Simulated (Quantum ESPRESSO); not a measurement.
# Ta4Al (Im-3m) in Quantum ESPRESSO: notebook, part 4 of 4

Quantum ESPRESSO 7.5. Earlier steps stand in the parts before.

## 6. Phonons, LDA, target pressure 80 GPa, at which the enthalpy is minimised

pw.in reads:

```
&CONTROL
  calculation = 'scf'
  prefix = 'pwscf'
  outdir = './tmp'
  pseudo_dir = './pseudo'
  tprnfor = .true.
  tstress = .true.
  disk_io = 'low'
/
&SYSTEM
  ibrav = 0
  nat = 5
  ntyp = 2
  ecutwfc = 58
  nbnd = 37
  occupations = 'smearing'
  smearing = 'mv'
  degauss = 0.01469973
/
&ELECTRONS
  conv_thr = 1d-09
  electron_maxstep = 120
  mixing_beta = 0.5
/
ATOMIC_SPECIES
Ta   180.9479 Ta.upf
Al    26.9815 Al.upf
CELL_PARAMETERS angstrom
  -2.9649000000    2.9649000000    2.9649000000
   2.9649000000   -2.9649000000    2.9649000000
   2.9649000000    2.9649000000   -2.9649000000
ATOMIC_POSITIONS crystal
Ta     0.0000000000    0.0000000000    0.5000000000
Ta     0.5000000000    0.0000000000    0.0000000000
Ta     0.5000000000    0.5000000000    0.5000000000
Ta     0.0000000000    0.5000000000    0.0000000000
Al     0.0000000000    0.0000000000    0.0000000000
K_POINTS automatic
5 5 5 0 0 0
```

relax.in reads:

```
&CONTROL
  calculation = 'vc-relax'
  prefix = 'pwscf'
  outdir = './tmp'
  pseudo_dir = './pseudo'
  tprnfor = .true.
  tstress = .true.
  disk_io = 'low'
  nstep = 40
  forc_conv_thr = 0.0001
  etot_conv_thr = 1d-06
/
&SYSTEM
  ibrav = 0
  nat = 5
  ntyp = 2
  ecutwfc = 58
  nbnd = 37
  occupations = 'smearing'
  smearing = 'mv'
  degauss = 0.01469973
/
&ELECTRONS
  conv_thr = 1d-09
  electron_maxstep = 120
  mixing_beta = 0.5
/
&IONS
  ion_dynamics = 'bfgs'
/
&CELL
  cell_dynamics = 'bfgs'
  press = 800
  press_conv_thr = 0.2
/
ATOMIC_SPECIES
Ta   180.9479 Ta.upf
Al    26.9815 Al.upf
CELL_PARAMETERS angstrom
  -2.9649000000    2.9649000000    2.9649000000
   2.9649000000   -2.9649000000    2.9649000000
   2.9649000000    2.9649000000   -2.9649000000
ATOMIC_POSITIONS crystal
Ta     0.0000000000    0.0000000000    0.5000000000
Ta     0.5000000000    0.0000000000    0.0000000000
Ta     0.5000000000    0.5000000000    0.5000000000
Ta     0.0000000000    0.5000000000    0.0000000000
Al     0.0000000000    0.0000000000    0.0000000000
K_POINTS automatic
5 5 5 0 0 0
```

scf2.in reads:

```
&CONTROL
  calculation = 'scf'
  prefix = 'pwscf'
  outdir = './tmp'
  pseudo_dir = './pseudo'
  tprnfor = .true.
  tstress = .true.
  disk_io = 'low'
/
&SYSTEM
  ibrav = 0
  nat = 5
  ntyp = 2
  ecutwfc = 58
  nbnd = 37
  occupations = 'smearing'
  smearing = 'mv'
  degauss = 0.01469973
/
&ELECTRONS
  conv_thr = 1d-13
  electron_maxstep = 120
  mixing_beta = 0.5
  startingpot = 'file'
  startingwfc = 'file'
/
ATOMIC_SPECIES
Ta   180.9479 Ta.upf
Al    26.9815 Al.upf
CELL_PARAMETERS angstrom
  -2.6138732375    2.6138732375    2.6138732375
   2.6138732375   -2.6138732375    2.6138732375
   2.6138732375    2.6138732375   -2.6138732375
ATOMIC_POSITIONS crystal
Ta     0.0000000000    0.0000000000    0.5000000000
Ta     0.5000000000    0.0000000000    0.0000000000
Ta     0.5000000000    0.5000000000    0.5000000000
Ta     0.0000000000    0.5000000000    0.0000000000
Al     0.0000000000    0.0000000000    0.0000000000
K_POINTS automatic
5 5 5 0 0 0
```

ph.in reads:

```
phonons of Ta4Al
&INPUTPH
  prefix = 'pwscf'
  outdir = './tmp'
  tr2_ph = 1d-18
  fildyn = 'dyn'
  niter_ph = 90
  alpha_mix(1) = 0.4
/
0.0000000000 0.0000000000 0.0000000000
```

dynmat.in reads:

```
&INPUT
  fildyn = 'dyn'
  asr = 'crystal'
  filout = 'dynmat.disp'
  fileig = 'dynmat.eig'
/
```

Potentials or basis: PseudoDojo 0.4.1 SR LDA standard.

Launch:

```
$ OMP_NUM_THREADS=1 mpirun -n 4 pw.x -nk 2 -in pw.in > pw.out
$ OMP_NUM_THREADS=1 mpirun -n 4 pw.x -nk 2 -in relax.in > relax.out
$ OMP_NUM_THREADS=1 mpirun -n 4 pw.x -nk 2 -in scf2.in > scf2.out
$ OMP_NUM_THREADS=1 mpirun -n 4 ph.x -nk 2 -in ph.in > ph.out
$ OMP_NUM_THREADS=1 mpirun -n 1 dynmat.x -in dynmat.in > dynmat.out
```

pw.out:

```text
This program is part of the open-source Quantum ESPRESSO suite
     for quantum simulation of materials; please cite
[... 6 lines left out ...]
     using ibrav=0 with symmetry is DISCOURAGED, use correct ibrav instead

     K-points division:     npool     =       2
     Subspace diagonalization in iterative solution of the eigenvalue problem:
     a serial algorithm will be used

     --------------------
     sticks:   dense  smooth     PW     G-vecs:    dense   smooth      PW
     Min         818     818    233                20953    20953    3181
     Max         819     819    234                20954    20954    3182
     Sum        1637    1637    467                41907    41907    6363

     Using Slab Decomposition

     bravais-lattice index     =            0
     lattice parameter (alat)  =       9.7044  a.u.
     unit-cell volume          =     703.5367 (a.u.)^3
     number of atoms/cell      =            5
     number of atomic types    =            2
     number of electrons       =        55.00
     number of Kohn-Sham states=           37
     kinetic-energy cutoff     =      58.0000  Ry
     charge density cutoff     =     232.0000  Ry
     scf convergence threshold =      1.0E-09
     mixing beta               =       0.5000
     number of iterations used =            8  plain     mixing
     Exchange-correlation= SLA  PW   NOGX NOGC
                           (   1   4   0   0   0   0   0)

     celldm(1)=   9.704419  celldm(2)=   0.000000  celldm(3)=   0.000000
     celldm(4)=   0.000000  celldm(5)=   0.000000  celldm(6)=   0.000000

     crystal axes: (cart. coord. in units of alat)
               a(1) = (  -0.577350   0.577350   0.577350 )
               a(2) = (   0.577350  -0.577350   0.577350 )
               a(3) = (   0.577350   0.577350  -0.577350 )

     reciprocal axes: (cart. coord. in units 2 pi/alat)
               b(1) = ( -0.000000  0.866025  0.866025 )
               b(2) = (  0.866025 -0.000000  0.866025 )
               b(3) = (  0.866025  0.866025  0.000000 )

     PseudoPot. # 1 for Ta read from file:
     Ta.upf
     Pseudo is Norm-conserving + core correction, Zval = 13.0
     Generated using ONCVPSP code by D. R. Hamann
     Using radial grid of 1432 points,  8 beta functions with:
                l(1) =   0
                l(2) =   0
                l(3) =   1
                l(4) =   1
                l(5) =   2
                l(6) =   2
                l(7) =   3
                l(8) =   3

     PseudoPot. # 2 for Al read from file:
     Al.upf
     Pseudo is Norm-conserving + core correction, Zval =  3.0
     Generated using ONCVPSP code by D. R. Hamann
     Using radial grid of 1854 points,  6 beta functions with:
                l(1) =   0
                l(2) =   0
                l(3) =   1
                l(4) =   1
                l(5) =   2
                l(6) =   2

     atomic species   valence    mass     pseudopotential
     Ta               13.00   180.94790     Ta( 1.00)
     Al                3.00    26.98150     Al( 1.00)

     48 Sym. Ops., with inversion, found

   Cartesian axes

     site n.     atom                  positions (alat units)
         1        Ta     tau(   1) = (   0.2886751   0.2886751  -0.2886751  )
         2        Ta     tau(   2) = (  -0.2886751   0.2886751   0.2886751  )
         3        Ta     tau(   3) = (   0.2886751   0.2886751   0.2886751  )
         4        Ta     tau(   4) = (   0.2886751  -0.2886751   0.2886751  )
         5        Al     tau(   5) = (   0.0000000   0.0000000   0.0000000  )

     number of k points=    10  Marzari-Vanderbilt smearing, width (Ry)=  0.0147
                       cart. coord. in units 2pi/alat
        k(    1) = (   0.0000000   0.0000000   0.0000000), wk =   0.0160000
        k(    2) = (   0.1732051   0.1732051   0.0000000), wk =   0.1920000
        k(    3) = (   0.3464102   0.3464102   0.0000000), wk =   0.1920000
        k(    4) = (   0.3464102   0.1732051   0.1732051), wk =   0.3840000
        k(    5) = (   0.5196152   0.3464102   0.1732051), wk =   0.3840000
        k(    6) = (   0.3464102   0.3464102   0.3464102), wk =   0.1280000
        k(    7) = (   0.0000000   0.0000000   0.3464102), wk =   0.0960000
        k(    8) = (   0.0000000  -0.1732051   0.5196152), wk =   0.3840000
        k(    9) = (  -0.6928203  -0.1732051  -0.1732051), wk =   0.1280000
        k(   10) = (   0.0000000   0.0000000   0.6928203), wk =   0.0960000

     Dense  grid:    41907 G-vectors     FFT dimensions: (  48,  48,  48)

     Initial potential from superposition of free atoms

     starting charge      54.9948, renormalised to      55.0000
     Starting wfcs are   44 randomized atomic wfcs

     Self-consistent Calculation

     iteration #  1     ecut=    58.00 Ry     beta= 0.50
     Davidson diagonalization with overlap
     ethr =  1.00E-02,  avg # of iterations =  2.5

     Threshold (ethr) on eigenvalues was too large:
     Diagonalizing with lowered threshold

     Davidson diagonalization with overlap
     ethr =  5.33E-04,  avg # of iterations =  2.5

     total energy              =    -525.50921572 Ry
     estimated scf accuracy    <       0.31699315 Ry

     iteration #  2     ecut=    58.00 Ry     beta= 0.50
     Davidson diagonalization with overlap
     ethr =  5.76E-04,  avg # of iterations =  2.0

     total energy              =    -525.59664269 Ry
     estimated scf accuracy    <       0.05180247 Ry

     iteration #  3     ecut=    58.00 Ry     beta= 0.50
     Davidson diagonalization with overlap
     ethr =  9.42E-05,  avg # of iterations =  2.3

     total energy              =    -525.60151969 Ry
     estimated scf accuracy    <       0.00530281 Ry
[... 26 lines left out ...]
     total energy              =    -525.60245936 Ry
     estimated scf accuracy    <       0.00000008 Ry

     iteration #  8     ecut=    58.00 Ry     beta= 0.50
     Davidson diagonalization with overlap
     ethr =  1.51E-10,  avg # of iterations =  2.6

     total energy              =    -525.60245938 Ry
     estimated scf accuracy    <          1.5E-09 Ry

     iteration #  9     ecut=    58.00 Ry     beta= 0.50
     Davidson diagonalization with overlap
     ethr =  2.82E-12,  avg # of iterations =  6.1

     End of self-consistent calculation

          k = 0.0000 0.0000 0.0000 (  5281 PWs)   bands (ev):

   -54.6397 -54.5761 -54.5761 -54.5761 -21.3845 -21.3845 -21.3845 -21.2822
   -21.2822 -21.2822 -20.8127 -20.8127 -20.8127 -20.7839 -20.6841 -20.6841
     4.5544   8.7957   9.9573   9.9573  11.0207  11.0207  11.2223  11.2223
    11.2223  13.7053  13.7053  13.7053  14.7020  14.7020  14.7020  15.5360
    15.5360  15.5360  17.4482  17.4483  17.4484

          k = 0.1732 0.1732 0.0000 (  5239 PWs)   bands (ev):

   -54.6336 -54.5821 -54.5761 -54.5761 -21.3696 -21.3669 -21.3253 -21.2574
   -21.2542 -21.2255 -20.8675 -20.8623 -20.8329 -20.8026 -20.7416 -20.7050
     4.9801   9.0711  10.1427  10.1714  10.7142  10.9702  11.2321  11.3360
    11.5568  13.0059  13.2398  13.2974  14.2956  14.8647  15.0281  15.2005
    15.3644  15.9640  16.3755  16.5739  16.9481

          k = 0.3464 0.3464 0.0000 (  5252 PWs)   bands (ev):
[... 25 lines left out ...]
   -54.6067 -54.5871 -54.5871 -54.5871 -21.2130 -21.1990 -21.1990 -21.1014
   -21.1014 -21.0928 -21.0283 -20.9815 -20.9644 -20.9644 -20.9109 -20.9109
     6.4403   8.9614   9.8746   9.8746  11.3963  12.1480  12.1480  12.2199
    12.2199  12.9372  12.9372  13.6249  13.7422  13.9094  13.9094  14.4870
    14.4870  15.0695  15.1666  15.2423  15.3534

          k = 0.0000 0.0000 0.3464 (  5229 PWs)   bands (ev):

   -54.6286 -54.5870 -54.5870 -54.5654 -21.4176 -21.3229 -21.3229 -21.3069
   -21.1319 -21.1319 -21.0172 -20.9264 -20.7941 -20.7941 -20.7528 -20.7006
     5.3769   9.3585  10.0502  10.0502  10.2268  10.6024  11.3404  11.6825
    12.4260  12.4260  12.8921  13.6214  13.8182  13.8182  14.9443  14.9443
    15.4946  16.2252  16.2861  16.2861  16.4428

          k = 0.0000-0.1732 0.5196 (  5265 PWs)   bands (ev):

   -54.6156 -54.5997 -54.5937 -54.5588 -21.4266 -21.3026 -21.2962 -21.2454
   -21.1809 -21.0947 -20.9752 -20.9609 -20.8296 -20.8141 -20.7709 -20.7359
     6.3783   8.5931   9.3800  10.1883  10.5473  11.3208  11.5386  11.9074
    11.9780  12.3165  12.6402  12.7350  13.4461  14.6605  14.6794  14.8753
    15.0689  15.6120  15.9983  16.1458  16.7727

          k =-0.6928-0.1732-0.1732 (  5261 PWs)   bands (ev):

   -54.6046 -54.6046 -54.6046 -54.5540 -21.4405 -21.2879 -21.2879 -21.2370
   -21.2308 -21.2308 -20.8538 -20.8507 -20.8507 -20.7878 -20.7878 -20.7846
     7.0390   8.4535   8.4535  10.2041  11.0428  11.2811  11.2811  11.9122
    11.9122  12.0580  12.4940  12.4940  14.0053  14.0053  14.7146  14.8585
    15.5648  15.5648  16.0268  17.0448  17.0448

          k = 0.0000 0.0000 0.6928 (  5254 PWs)   bands (ev):

   -54.6106 -54.6045 -54.6045 -54.5481 -21.4915 -21.3466 -21.3134 -21.2753
   -21.2753 -21.2184 -20.8355 -20.8355 -20.7909 -20.7529 -20.7529 -20.7272
     7.3132   8.4234   8.4234   9.3419  10.8068  11.2470  11.2470  11.6078
    11.9308  11.9308  12.3887  12.6465  14.1266  14.3994  14.3994  15.1177
    15.1177  15.3013  16.7858  17.6258  17.6336

     the Fermi energy is    13.2093 ev

!    total energy              =    -525.60245938 Ry
     estimated scf accuracy    <          6.8E-10 Ry
     smearing contrib. (-TS)   =       0.00160126 Ry
     internal energy E=F+TS    =    -525.60406064 Ry

     The total energy is F=E-TS. E is the sum of the following terms:
     one-electron contribution =    -132.05568271 Ry
     hartree contribution      =      82.17533175 Ry
     xc contribution           =    -119.30849003 Ry
     ewald contribution        =    -356.41521966 Ry

     convergence has been achieved in   9 iterations

     Forces acting on atoms (cartesian axes, Ry/au):

     atom    1 type  1   force =     0.00000000   -0.00000000    0.00000000
     atom    2 type  1   force =    -0.00000000    0.00000000   -0.00000000
     atom    3 type  1   force =    -0.00000000   -0.00000000   -0.00000000
     atom    4 type  1   force =    -0.00000000   -0.00000000   -0.00000000
     atom    5 type  2   force =    -0.00000000   -0.00000000    0.00000000

     Total force =     0.000000     Total SCF correction =     0.000000

     Computing stress (Cartesian axis) and pressure

          total   stress  (Ry/bohr**3)                   (kbar)     P=      -88.81
  -0.00060369  -0.00000000  -0.00000000          -88.81       -0.00       -0.00
  -0.00000000  -0.00060369  -0.00000000           -0.00      -88.81       -0.00
  -0.00000000  -0.00000000  -0.00060369           -0.00       -0.00      -88.81

=------------------------------------------------------------------------------=
   JOB DONE.
=------------------------------------------------------------------------------=
```

Run time: 6.6 min. Hardware: 4 MPI ranks of Arm Neoverse V2, shared host; peak memory 0.32 GiB.

What came out:

```
Free energy                            : -7146.3282 eV
Relaxed volume                         : 14.29 Å³/atom
Relaxed cell                           : a = 4.527 Å, b = 4.527 Å, c = 4.527 Å, α = 109.47°, β = 109.47°, γ = 109.47°
Space group after relaxing (to 0.05 Å) : Im-3m (No. 229)
Pressure after relaxing                : 80.0 GPa
Band gap on the k mesh                 : none (metal or under the smearing width)
Highest phonon frequency at Γ          : 645 cm⁻¹
Most unstable mode                     : 154i cm⁻¹
```

Step by step:
```csv
step,energy change (eV),largest force (eV/Å),pressure (GPa),volume (Å³)
1,0.0000,0.0000,-8.88,104.25
2,2.4219,0.0000,50.84,77.47
3,6.2430,0.0000,95.55,68.89
4,4.7470,0.0000,78.78,71.65
5,4.8502,0.0000,79.95,71.44
6,4.8542,0.0000,80.00,71.44
```

Final structure:
```yaml
crystal:
  lattice:
    - [-2.61387, 2.61387, 2.61387]
    - [2.61387, -2.61387, 2.61387]
    - [2.61387, 2.61387, -2.61387]
  atoms:
    - { symbol: Ta, position: [0.00000, 0.00000, 0.50000] }
    - { symbol: Ta, position: [0.50000, 0.00000, 0.00000] }
    - { symbol: Ta, position: [0.50000, 0.50000, 0.50000] }
    - { symbol: Ta, position: [0.00000, 0.50000, 0.00000] }
    - { symbol: Al, position: [0.00000, 0.00000, 0.00000] }
```

Levels at points of the mesh, in eV from the Fermi level:
```tsv
k point	band 25	band 26	band 27	band 28	band 29	band 30
(0.00, 0.00, 0.00)	-2.67	1.79	1.79	1.79	1.97	1.97
```

Phonon frequencies in cm⁻¹ (negative: imaginary):
```tsv
q point	frequencies
(0.000, 0.000, 0.000)	-154 -154 1 1 1 132 181 181 181 210 210 210 645 645 645
```

Optical modes at Γ, degenerate ones joined:
| cm⁻¹ | components | symmetry | active in |
| --- | --- | --- | --- |
| 154i | 2 | Eu | silent |
| 132 | 1 | A2u | silent |
| 181 | 3 | T1u | IR |
| 210 | 3 | T2u | silent |
| 645 | 3 | T1u | IR |

Caveat: the mesh is thin for the phonons of a metal; some modes are imaginary; the volume moved by over 15 % at a fixed basis, so the end points are rough; the cell is more than 3 GPa from zero pressure, which shifts response properties. Spin-orbit coupling is left out, which matters for the levels of Ta.

## 7. Summary

| cell | gap on the mesh (eV) | pressure (GPa) |
| --- | --- | --- |
| relaxed | none | 0.0 |
| relaxed to 10 GPa | none | 10.0 |
| relaxed to 25 GPa | none | 25.0 |
| relaxed to 50 GPa | none | 50.0 |
| relaxed to 80 GPa | none | 80.0 |

Alike in all rows: task phonons; level LDA; potentials or basis PseudoDojo 0.4.1 SR LDA standard; no spin polarisation; k mesh 5 × 5 × 5; cutoff (eV) 789; smearing cold 0.2 eV.

Caveats: the mesh is thin for the phonons of a metal; some modes are imaginary; the cell is more than 3 GPa from zero pressure, which shifts response properties (some runs); the volume moved by over 15 % at a fixed basis, so the end points are rough (some runs).

Absolute energies hang on the potentials; compare differences alone.
